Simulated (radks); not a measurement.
**Spin polarisation of the 4d shell in Tc²⁺**

An exercise on one series of results from a longer session: the logs are not shown, and one member is left open.

Method: non-relativistic Kohn-Sham, PBE, spin-polarised, spherical densities, point nucleus. Code: radks (a radial shooting solver on a logarithmic mesh, Libxc functionals) version 1.

## The atom as given

```
element       : technetium (Z = 43)
charge        : +2
electrons     : 41
configuration : [Kr] 4d(up 2.5, down 2.5)
```

A shell typed twice in an input gives spin up, then spin down.

The first run:

Settings of this run:

```text
Z 43
configuration [Kr] 4d2.5 4d2.5
relativity non-relativistic
functional pbe,pbe
spin polarised
nucleus point
```

Steps of the session up to this table: No moment.

One table of the session follows, with a row left open; its other results are not shown here.

It belongs to the step «No moment». Radial moments (bohr):

| level | <r> | outermost maximum (interpolated) | 90 % within | nodes |
| --- | --- | --- | --- | --- |
| 2s | 0.1547 | 0.131 | 0.238 | 1 |
| 2p | 0.1325 | 0.103 | 0.215 | 0 |
| 3s | 0.4274 | 0.383 | 0.630 | 2 |
| 3p | 0.4216 | 0.371 | 0.635 | 1 |
| 3d | 0.3984 | 0.312 | 0.634 | 0 |
| 4s | 1.086 | 0.975 | 1.58 | 3 |
| 4p | 1.182 | 1.03 | 1.75 | 2 |
| 4d | ? | ? | ? | ? |

**Question.** Estimate the row for 4d.

As computed: <r>: 1.602; outermost maximum (interpolated): 1.25; 90 % within: 2.52; nodes: 1. In the column «<r>» it is the highest.
